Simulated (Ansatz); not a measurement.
# C3H3AlN2: a ladder of functionals and wavefunction methods

Aim: compute C3H3AlN2 with functionals from several rungs and with coupled cluster, and see how far each lands from CCSD(T) at the basis-set limit for the atomisation energy.

Program: Ansatz 0.2.0, Gaussian basis. Level of theory: functionals in def2-TZVPP, the program's frozen cores in correlated methods. These are calculated values, not measurements.

Plan: LDA (SPW92), PBE-D4, revPBE-D4, BLYP-D4, r2SCAN-D4, B97M-V, PBE0-D4, B3LYP-D4, r2SCANh-D4, r2SCAN0-D4, HSE06-D4, BHLYP-D4, CAM-B3LYP-D4, LC-ωPBE, ωB97X-V, ωB97M-V, B2PLYP, PBE-QIDH; CCSD(T)/def2-SVP; CCSD(T)/def2-TZVPP; MP2/def2-QZVPP; extrapolation to the limit; RPA on PBE.

### Step 1. The relaxed structure

All runs share one geometry, relaxed beforehand with PBE0-D4 in a triple-zeta def2 set.

SMILES `[CH3][Al]([C]#N)[C]#N`, 9 atoms, charge 0, spin multiplicity 1.

Atoms are counted from 1 here; the program's logs count them from 0.

Bond lengths: C1–Al2 1.921 Å, C1–H7 1.091 Å, C1–H8 1.094 Å, C1–H9 1.094 Å, Al2–C3 1.926 Å, Al2–C5 1.927 Å, C3–N4 1.154 Å, C5–N6 1.154 Å. Angles: Al2–C1–H7 112.2°, Al2–C1–H8 110.5°, Al2–C1–H9 110.5°, H7–C1–H8 108.3°, H7–C1–H9 108.4°, H8–C1–H9 106.6°, C1–Al2–C3 123.7°, C1–Al2–C5 122.4°, C3–Al2–C5 113.8°, Al2–C3–N4 177.7°, Al2–C5–N6 177.8°.

### Step 2. LDA

This LDA is Slater exchange with PW92 correlation.

File in.yaml:

```yaml
crystal:
  periodic: [false, false, false]
  atoms:
    - {symbol: C, position_ang: [-1.005639, -0.788550, 0.841580]}
    - {symbol: Al, position_ang: [0.275468, 0.180727, -0.212288]}
    - {symbol: C, position_ang: [2.003902, -0.514704, -0.701182]}
    - {symbol: N, position_ang: [3.029152, -0.969374, -0.971443]}
    - {symbol: C, position_ang: [-0.067080, 1.954798, -0.880722]}
    - {symbol: N, position_ang: [-0.312642, 3.015809, -1.261298]}
    - {symbol: H, position_ang: [-0.635443, -1.770883, 1.140368]}
    - {symbol: H, position_ang: [-1.936388, -0.926786, 0.282781]}
    - {symbol: H, position_ang: [-1.262929, -0.227335, 1.745102]}
basis:
  gaussian: {orbitals: def2-TZVPP}
hamiltonian: {xc: lda}
output: {orbitals: {seedname: orbitals}}
```

On the command line:

```bash
$ ansatz run in.yaml --threads 4 --pin off --events-out ev --progress --plain --max-ram 10444MiB
```

The runs that follow: PBE-D4 (GGA); revPBE-D4 (GGA); BLYP-D4 (GGA); r2SCAN-D4 (meta-GGA); B97M-V (meta-GGA); B3LYP-D4 (hybrid); r2SCANh-D4 (hybrid); r2SCAN0-D4 (hybrid); HSE06-D4 (hybrid); BHLYP-D4 (hybrid); CAM-B3LYP-D4 (range-separated); LC-ωPBE (range-separated); ωB97X-V (range-separated); ωB97M-V (range-separated); B2PLYP (double hybrid); PBE-QIDH (double hybrid); CCSD(T) in def2-SVP; CCSD(T) in def2-TZVPP; MP2 in def2-QZVPP; RPA on PBE orbitals.

Before running them: what should the planned runs give, taken together? Wanted: atomisation energy, CCSD(T)/CBS; farthest beyond LDA; mean size of error, GGA; mean size of error, meta-GGA; mean size of error, hybrid; mean size of error, range-separated; mean size of error, double hybrid; gap, smallest and largest; T1 diagnostic.

The runs gave:

```
                               quantity                                                                                   value
        atomisation energy, CCSD(T)/CBS                                                                           3971.6 kJ/mol
 functionals within 19.9 kJ/mol (0.5 %)  r2SCAN-D4, B97M-V, PBE0-D4, B3LYP-D4, HSE06-D4, CAM-B3LYP-D4, LC-ωPBE, ωB97X-V, B2PLYP
                    farthest beyond LDA                                                                BHLYP-D4 (-170.1 kJ/mol)
                mean size of error, GGA                                                                             78.8 kJ/mol
           mean size of error, meta-GGA                                                                              9.7 kJ/mol
             mean size of error, hybrid                                                                             62.8 kJ/mol
    mean size of error, range-separated                                                                             15.0 kJ/mol
      mean size of error, double hybrid                                                                             17.3 kJ/mol
              gap, smallest and largest                                               4.50 eV (LDA (SPW92)), 11.77 eV (LC-ωPBE)
                          T1 diagnostic                                                                                  0.0134
triples share of the correlation energy                                                                                   4.8 %
```

LDA overbinds by 579.8 kJ/mol (15 %). PBE-D4 misses by +148.0 kJ/mol. Double hybrids carry the basis error of their MP2 part in triple zeta, and no dispersion term here, so their miss is partly the set-up's. The rungs meta-GGA, range-separated, double hybrid miss on average by less than the doubt on the reference (19.9 kJ/mol), so they tie. The reference freezes the cores and leaves out relativity and excitations past (T), so misses under about 19.9 kJ/mol can't be ranked. Hartree-Fock recovers 69 % of the binding; the rest is correlation. CCSD(T) in def2-SVP is off by -211.6 kJ/mol, more than most functionals: a good method in a small basis is no reference. Orbital gaps span 4.5 to 11.8 eV; exact exchange widens them.
